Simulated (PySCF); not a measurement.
# CsC+: from the state search to spectroscopic constants

What are the lowest state that PBE0 finds, the bond length, vibrational wavenumber and bond energy of CsC+, and how much do these hang on the method?

Computed with PySCF 2.14.0. Level: Cs def2-TZVP with ECP46, C def2-TZVP, scalar-relativistic core potentials.

## Step 1: Input

The job is set up so:

- atoms: Cs, C
- charge: 1
- basis: Cs def2-TZVP with ECP46, C def2-TZVP
- Hamiltonian: scalar-relativistic core potentials
- basis functions: 60
- electrons treated: 14
- masses in u: 132.9054, 12.0000
- levels: PBE0, PBE, r²SCAN, B3LYP, PW91, B2PLYP, HF, MP2, SCS-MP2, CCSD, CCSD(T)
- grid: 80 radial by 434 angular points
- occupations: held fixed by the projection of orbital angular momentum
- dissociation limit: Cs+ + C, each in its ground configuration
- starting distance in angstrom: 3.015
- values of 2S to try: 0, 2

Launch:

```console
$ OMP_NUM_THREADS=1 python dia.py task.json out
```

The runs that follow: The PBE0 curve of the state that the search chose; Other states along the same grid; PBE (GGA); r²SCAN (meta-GGA); B3LYP; PW91 (GGA); B2PLYP (double hybrid); UHF; MP2 and coupled cluster.

Before running it: what results should come out? Wanted: for each run, Re; ωe; De; μ.

The runs gave:

Lowest PBE0 solution found, without spin–orbit coupling: ³Π (triplet), unpaired electrons σ ↑, π ↑. State 3 has its PBE0 minimum 0.41 eV higher, as a spin-mixed determinant (⟨S²⟩ = 1.01), so this is no gap between pure states. The other levels ran on the lowest alone.

```
      level  Re (Å)  ωe (cm⁻¹)  De (eV)  μ (D)
        UHF   3.830       70.8    0.082  -0.91
    UHF-MP2   3.683       85.0    0.110    n/a
UHF-SCS-MP2   3.713       82.3    0.104    n/a
   UHF-CCSD   3.711       82.4    0.105    n/a
UHF-CCSD(T)   3.700       83.4    0.107    n/a
        PBE   3.624       85.6    0.128  -0.60
       PW91   3.608       87.3    0.138  -0.59
     r²SCAN   3.634       85.5    0.115  -0.69
      B3LYP   3.688       79.5    0.102  -0.73
       PBE0   3.621       84.9    0.117  -0.68
     B2PLYP   3.676       82.3    0.104  -0.77
```

De is counted to Cs+ + C in their ground configurations. A positive dipole points from Cs to C; in an ion it is taken about the centre of mass and does not tell which atom is negative.

The methods spread over 0.222 Å in bond length, from PW91 to UHF. CCSD(T) can't serve as the judge here: for a weak bond in this basis it is far from its limit. Of the levels with a De here, UHF gives the least (0.082 eV) and PW91 the most (0.138 eV).

Correlated steps freeze 1 core orbital. These are scalar-relativistic numbers at best; spin–orbit coupling would shift them, the dissociation energy most. B2PLYP dipoles, levels and charges come from its SCF part alone. The bond is weak, and basis-set superposition, which was not computed, may be a sizeable part of it. With spin–orbit coupling the term label itself may not hold.
